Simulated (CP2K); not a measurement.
# C2H9NSi (SMILES CN(C)[SiH3]): PBE/DZVP-MOLOPT-SR-GTH (core potential)

Aim: the vertical ionisation energy of C2H9NSi at PBE/DZVP-MOLOPT-SR-GTH (core potential), from 2 runs. 

Program for the calculation: CP2K 2026.2.

## 1. Starting point

C2H9NSi has 13 atoms, charge 0, and is taken as a singlet. As SMILES, `CN(C)[SiH3]`. Geometry: relaxed at PBE0-D4/def2-TZVP.

Bond lengths: C1–N2 1.442 Å, N2–C3 1.442 Å, N2–Si4 1.717 Å, C1–H5 1.101 Å, C1–H6 1.097 Å, C1–H7 1.092 Å, C3–H8 1.097 Å, C3–H9 1.101 Å, C3–H10 1.092 Å, Si4–H11 1.497 Å, Si4–H12 1.487 Å, Si4–H13 1.487 Å. Some angles: C1–N2–C3 113.7°, C1–N2–Si4 120.9°, C3–N2–Si4 120.9°, N2–C1–H5 112.8°, N2–C1–H6 110.4°, N2–C1–H7 110.5°, N2–C3–H8 110.4°, N2–C3–H9 112.8°, N2–C3–H10 110.5°, N2–Si4–H11 115.3°.

## 2. A single-point energy at PBE/DZVP-MOLOPT-SR-GTH (core potential)

job.inp reads:

```
&GLOBAL
  PROJECT_NAME job
  RUN_TYPE ENERGY
  PRINT_LEVEL MEDIUM
&END GLOBAL

&FORCE_EVAL
  METHOD QUICKSTEP
  &DFT
    BASIS_SET_FILE_NAME BASIS_MOLOPT
    POTENTIAL_FILE_NAME GTH_POTENTIALS
    CHARGE 0
    MULTIPLICITY 1
    &QS
      METHOD GPW
      EPS_DEFAULT 1.0E-10
    &END QS
    &MGRID
      CUTOFF 400
      REL_CUTOFF 50
      NGRIDS 4
    &END MGRID
    &POISSON
      PERIODIC NONE
      POISSON_SOLVER MULTIPOLE
    &END POISSON
    &SCF
      SCF_GUESS ATOMIC
      EPS_SCF 1.0E-06
      MAX_SCF 80
      ADDED_MOS 10
      &DIAGONALIZATION
        ALGORITHM STANDARD
      &END DIAGONALIZATION
      &MIXING
        METHOD BROYDEN_MIXING
        ALPHA 0.3
        NBUFFER 8
      &END MIXING
    &END SCF
    &XC
      &XC_FUNCTIONAL PBE
      &END XC_FUNCTIONAL
    &END XC
    &PRINT
      &MOMENTS
        PERIODIC F
        REFERENCE COM
        MAX_MOMENT 1
      &END MOMENTS
      &MO ON
        ENERGIES T
        OCCUPATION_NUMBERS T
        NDIGITS 6
        &EACH
          QS_SCF 0
        &END EACH
        ADD_LAST NUMERIC
      &END MO
      &HIRSHFELD OFF
      &END HIRSHFELD
    &END PRINT
  &END DFT
  &SUBSYS
    &CELL
      ABC [angstrom] 10.7 11.3 9.8
      PERIODIC NONE
    &END CELL
    &COORD
      UNIT bohr
      C     -1.6126923     1.9870470    -1.0722306
      N     -0.1215094     0.1916182     0.3342926
      C      2.3759527     1.0899940     0.9518550
      Si    -0.7642052    -2.9865232     0.1925631
      H     -0.7863150     2.4424710    -2.9262409
      H     -1.7905155     3.7633896    -0.0177634
      H     -3.5162134     1.2542112    -1.3897046
      H      2.2627581     2.8517857     2.0390145
      H      3.5339768     1.4707738    -0.7339696
      H      3.3771296    -0.2961201     2.1083674
      H      0.1298242    -4.2996939    -2.1488076
      H     -3.5521182    -3.3113671     0.3155843
      H      0.5019113    -4.2229710     2.3748188
    &END COORD
    &TOPOLOGY
      &CENTER_COORDINATES
      &END CENTER_COORDINATES
    &END TOPOLOGY
    &KIND C
      BASIS_SET DZVP-MOLOPT-SR-GTH-q4
      POTENTIAL GTH-PBE-q4
    &END KIND
    &KIND N
      BASIS_SET DZVP-MOLOPT-SR-GTH-q5
      POTENTIAL GTH-PBE-q5
    &END KIND
    &KIND Si
      BASIS_SET DZVP-MOLOPT-SR-GTH-q4
      POTENTIAL GTH-PBE-q4
    &END KIND
    &KIND H
      BASIS_SET DZVP-MOLOPT-SR-GTH-q1
      POTENTIAL GTH-PBE-q1
    &END KIND
  &END SUBSYS
&END FORCE_EVAL
```

Started as:

```console
OMP_NUM_THREADS=1 cp2k.psmp job.inp > job.out
```

Log, cut to the lines that bear on the results:

```text
CP2K| version string:                                       CP2K version 2026.2
[...]
 GLOBAL| Method name                                                        CP2K
[...]
 GLOBAL| Run type                                                         ENERGY
[...]
 DFT| Spin restricted Kohn-Sham (RKS) calculation                            RKS
 DFT| Multiplicity                                                             1
[...]
 DFT| Charge                                                                   0
[...]
 FUNCTIONAL| PBE:
 QS| Method:                                                                 GPW
[...]
 QS| Density cutoff [a.u.]:                                                200.0
[...]
 QS| Relative density cutoff [a.u.]:                                        25.0
[...]
                             - Atoms:                                         13
[...]
                             - Spherical basis functions:                     97
[...]
 Number of electrons:                                                         26
[...]
     1 NoMix/Diag. 0.30E+00    1.4     1.15406638       -29.3516460696 -2.94E+01
[...]
    18 Broy./Diag. 0.30E+00    1.7     0.00000030       -30.5755141417  1.15E-05
  *** SCF run converged in    18 steps ***
[...]
  Overlap energy of the core charge distribution:               0.00000160728108
  Self energy of the core charge distribution:                -74.47289275124137
  Core Hamiltonian energy:                                     22.61975405749955
  Hartree energy:                                              31.78942392702908
  Exchange-correlation energy:                                -10.51180098229198
  Total energy:                                               -30.57551414172364
[...]
                     Mulliken Population Analysis
 #  Atom  Element  Kind  Atomic population                           Net charge
       1     C        1          4.253223                             -0.253223
       2     N        2          5.022264                             -0.022264
       3     C        1          4.253531                             -0.253531
       4     Si       3          4.107343                             -0.107343
       5     H        4          0.918891                              0.081109
       6     H        4          0.919732                              0.080268
       7     H        4          0.921352                              0.078648
       8     H        4          0.919746                              0.080254
       9     H        4          0.919014                              0.080986
      10     H        4          0.921505                              0.078495
      11     H        4          0.947105                              0.052895
      12     H        4          0.948109                              0.051891
[...]
  Dipole moment [Debye]
    X=  0.3212427E+00 Y=  0.8904177E+00 Z= -0.2602841E+00  Total=      0.9817273
 ENERGY| Total FORCE_EVAL ( QS ) energy [hartree]            -30.575514141723641
[...]
```

Wall time 32 s (1 thread of Arm Neoverse V2, shared host); peak memory 1.6 GiB.

## 3. The doublet cation

molecule.xyz reads:

```xyz
13

C     -0.853400     1.051500    -0.567400
N     -0.064300     0.101400     0.176900
C      1.257300     0.576800     0.503700
Si    -0.404400    -1.580400     0.101900
H     -0.416100     1.292500    -1.548500
H     -0.947500     1.991500    -0.009400
H     -1.860700     0.663700    -0.735400
H      1.197400     1.509100     1.079000
H      1.870100     0.778300    -0.388400
H      1.787100    -0.156700     1.115700
H      0.068700    -2.275300    -1.137100
H     -1.879700    -1.752300     0.167000
H      0.265600    -2.234700     1.256700
```

qs.inp reads:

```
&GLOBAL
   PROJECT_NAME qs
   RUN_TYPE ENERGY
   PRINT_LEVEL MEDIUM
&END GLOBAL

&FORCE_EVAL
   METHOD QUICKSTEP
   &DFT
      BASIS_SET_FILE_NAME BASIS_MOLOPT
      POTENTIAL_FILE_NAME GTH_POTENTIALS
      CHARGE 1
      MULTIPLICITY 2
      UKS T
      &QS
         METHOD GPW
         EPS_DEFAULT 1.0E-10
      &END QS
      &MGRID
         CUTOFF 400
         REL_CUTOFF 50
         NGRIDS 4
      &END MGRID
      &POISSON
         PERIODIC NONE
         POISSON_SOLVER MULTIPOLE
      &END POISSON
      &SCF
         SCF_GUESS ATOMIC
         EPS_SCF 1.0E-06
         MAX_SCF 40
         &OT ON
            MINIMIZER CG
            PRECONDITIONER FULL_ALL
         &END OT
         &OUTER_SCF
            EPS_SCF 1.0E-06
            MAX_SCF 5
         &END OUTER_SCF
      &END SCF
      &XC
         &XC_FUNCTIONAL PBE
         &END XC_FUNCTIONAL
      &END XC
      &PRINT
         &MOMENTS
            PERIODIC F
            REFERENCE COM
            MAX_MOMENT 1
         &END MOMENTS
         &MO_CUBES
            NLUMO 1
            NHOMO -1
            WRITE_CUBE F
         &END MO_CUBES
         &HIRSHFELD OFF
         &END HIRSHFELD
      &END PRINT
   &END DFT
   &SUBSYS
      &CELL
         ABC [angstrom] 10.7 11.3 9.8
         PERIODIC NONE
      &END CELL
      &TOPOLOGY
         COORD_FILE_NAME molecule.xyz
         COORD_FILE_FORMAT XYZ
         &CENTER_COORDINATES
         &END CENTER_COORDINATES
      &END TOPOLOGY
      &KIND C
         BASIS_SET DZVP-MOLOPT-SR-GTH-q4
         POTENTIAL GTH-PBE-q4
      &END KIND
      &KIND N
         BASIS_SET DZVP-MOLOPT-SR-GTH-q5
         POTENTIAL GTH-PBE-q5
      &END KIND
      &KIND Si
         BASIS_SET DZVP-MOLOPT-SR-GTH-q4
         POTENTIAL GTH-PBE-q4
      &END KIND
      &KIND H
         BASIS_SET DZVP-MOLOPT-SR-GTH-q1
         POTENTIAL GTH-PBE-q1
      &END KIND
   &END SUBSYS
&END FORCE_EVAL
```

Started as:

```console
OMP_NUM_THREADS=1 cp2k.psmp -i qs.inp > qs.out 2>&1
```

Log, cut to the lines that bear on the results:

```text
CP2K| version string:                                       CP2K version 2026.2
[...]
 GLOBAL| Method name                                                        CP2K
[...]
 GLOBAL| Run type                                                         ENERGY
[...]
 DFT| Spin unrestricted (spin-polarized) Kohn-Sham calculation               UKS
 DFT| Multiplicity                                                             2
[...]
 DFT| Charge                                                                   1
[...]
 FUNCTIONAL| PBE:
 QS| Method:                                                                 GPW
[...]
 QS| Density cutoff [a.u.]:                                                200.0
[...]
 QS| Relative density cutoff [a.u.]:                                        25.0
[...]
                             - Atoms:                                         13
[...]
                             - Spherical basis functions:                     97
[...]
 Number of electrons:                                                         13
[...]
     1 OT CG       0.15E+00    2.3     0.10589025       -27.6083629346 -2.76E+01
[...]
    26 OT CG       0.19E+00    2.5     0.00000074       -30.2768399703 -4.39E-10
  *** SCF run converged in    26 steps ***
[...]
  Overlap energy of the core charge distribution:               0.00000160728094
  Self energy of the core charge distribution:                -74.47289275124137
  Core Hamiltonian energy:                                     22.25137623301023
  Hartree energy:                                              32.12403627718680
  Exchange-correlation energy:                                -10.17936133649247
  Total energy:                                               -30.27683997025587
[...]
  Dipole moment [Debye]
    X=  0.7086321E+00 Y=  0.1732794E+01 Z= -0.6336639E+00  Total=      1.9764270
[...]
 HOMO - LUMO gap [eV] :    2.208859
 ENERGY| Total FORCE_EVAL ( QS ) energy [hartree]            -30.276839970255871
[...]
```

Run time: 1.7 min. Hardware: 1 thread of Arm Neoverse V2, shared host; peak memory 1.1 GiB.

## 4. What came out

At PBE/DZVP-MOLOPT-SR-GTH (core potential):

| quantity | value |
| --- | --- |
| singlet C2H9NSi: total energy | -30.57551 Eh |
| singlet C2H9NSi: dipole moment | 0.98 D |
| singlet C2H9NSi: HOMO energy | -4.96 eV |
| singlet C2H9NSi: LUMO energy | 0.20 eV |
| singlet C2H9NSi: HOMO–LUMO gap | 5.17 eV |
| doublet cation: total energy | -30.27684 Eh |
| doublet cation: HOMO energy (highest over α and β) | -12.74 eV |
| doublet cation: LUMO energy (lowest over α and β) | -11.18 eV |
| doublet cation: ⟨S²⟩ | 0.754 |
| vertical ionisation energy (to the doublet cation) | 8.127 eV |

In words: Removing an electron at fixed nuclei costs 8.13 eV (187 kcal/mol). The negative HOMO energy of the first species, 4.96 eV, lies 3.16 eV below that difference.
